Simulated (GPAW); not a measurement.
Ge3Pd:

```
CELL_PARAMETERS angstrom
4.14202 0.00000 0.00000
0.00000 4.14202 0.00000
0.00000 0.00000 4.14202
ATOMIC_POSITIONS crystal
Pd 0.00000 0.00000 0.00000
Ge 0.50000 0.50000 0.00000
Ge 0.50000 0.00000 0.50000
Ge 0.00000 0.50000 0.50000
```

The cell comes from a database or a generator and needn't be the stable form of this composition.

Base run:

```yaml
Program: GPAW 26.7.0
Functional: LDA
Potentials_or_basis: the program's PAW data sets (release 1.2.1) made for this functional
Cutoff: 600 eV
Basis: pw
k_mesh: 7 × 7 × 7
Occupations: fermi-dirac, width 0.05 eV
Spin: no spin polarisation
```

Its results: pressure -7.1 GPa.

Problem. The run is repeated on the same cell with these changes: functional from LDA to PBEsol; potentials or basis from the program's PAW data sets (release 1.2.1) made for this functional to PAW data sets generated in the run's folder for this functional. What comes out?

Solution. Pressure -4.8 GPa.

Not every run made on this cell is shown here.
